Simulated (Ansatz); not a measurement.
# F2GeH6Si2: the cost of one run

All numbers below are computed with Ansatz 0.2.0 (RKS BLYP-D4/def2-SVP).

1 further run of the same task is left out (it didn't finish).

### 1 Starting point

Bond lengths: F1–Ge2 1.710 Å, Ge2–Si3 2.291 Å, Si3–F4 1.638 Å, Si3–Si5 2.249 Å, Ge2–H6 1.541 Å, Ge2–H7 1.568 Å, Si3–H8 1.520 Å, Si5–H9 1.508 Å, Si5–H10 1.455 Å, Si5–H11 1.450 Å. Angles (14 of 18 angles, heavy atoms first): F1–Ge2–Si3 107.1°, Ge2–Si3–F4 113.2°, Ge2–Si3–Si5 109.9°, F4–Si3–Si5 108.3°, F1–Ge2–H6 110.3°, F1–Ge2–H7 111.2°, Si3–Ge2–H6 110.1°, Si3–Ge2–H7 108.8°, Ge2–Si3–H8 110.0°, F4–Si3–H8 108.4°, Si5–Si3–H8 106.8°, Si3–Si5–H9 107.3°, Si3–Si5–H10 109.2°, Si3–Si5–H11 107.5°.

Coordinates:

```xyz
11

F    -2.5217    0.7452   -0.3088
Ge   -1.4726    0.5991    1.0332
Si    0.2140   -0.8256    0.4196
F    -0.3187   -2.3204    0.0154
Si    1.3334    0.0226   -1.3370
H    -2.2331    0.0272    2.2451
H    -0.8486    1.9849    1.4171
H     1.2160   -0.9634    1.5548
H     1.8869    1.3601   -0.9126
H     2.4257   -0.8729   -1.6860
H     0.3839    0.1861   -2.4202
```

### 2 Relaxing end A

The input, input.yaml:

```yaml
crystal:
  periodic: [false, false, false]
  atoms:
    - { symbol: F, position_ang: [-2.5217, 0.7452, -0.3088] }
    - { symbol: Ge, position_ang: [-1.4726, 0.5991, 1.0332] }
    - { symbol: Si, position_ang: [0.214, -0.8256, 0.4196] }
    - { symbol: F, position_ang: [-0.3187, -2.3204, 0.0154] }
    - { symbol: Si, position_ang: [1.3334, 0.0226, -1.337] }
    - { symbol: H, position_ang: [-2.2331, 0.0272, 2.2451] }
    - { symbol: H, position_ang: [-0.8486, 1.9849, 1.4171] }
    - { symbol: H, position_ang: [1.216, -0.9634, 1.5548] }
    - { symbol: H, position_ang: [1.8869, 1.3601, -0.9126] }
    - { symbol: H, position_ang: [2.4257, -0.8729, -1.686] }
    - { symbol: H, position_ang: [0.3839, 0.1861, -2.4202] }
basis:
  gaussian: { orbitals: def2-SVP }
hamiltonian:
  xc: blyp
  dispersion: d4
relax:
  f_tol: 0.015
  max_steps: 40
```

Command:

```console
ansatz run input.yaml --threads 2 --pin off --max-ram 3072MiB --backend cpu --events-out ev --progress --plain --runs-dir out
```

What time and memory should one allow on 2 threads of Arm Neoverse V2, shared host?

About 46 s, with a peak of 0.18 GiB.
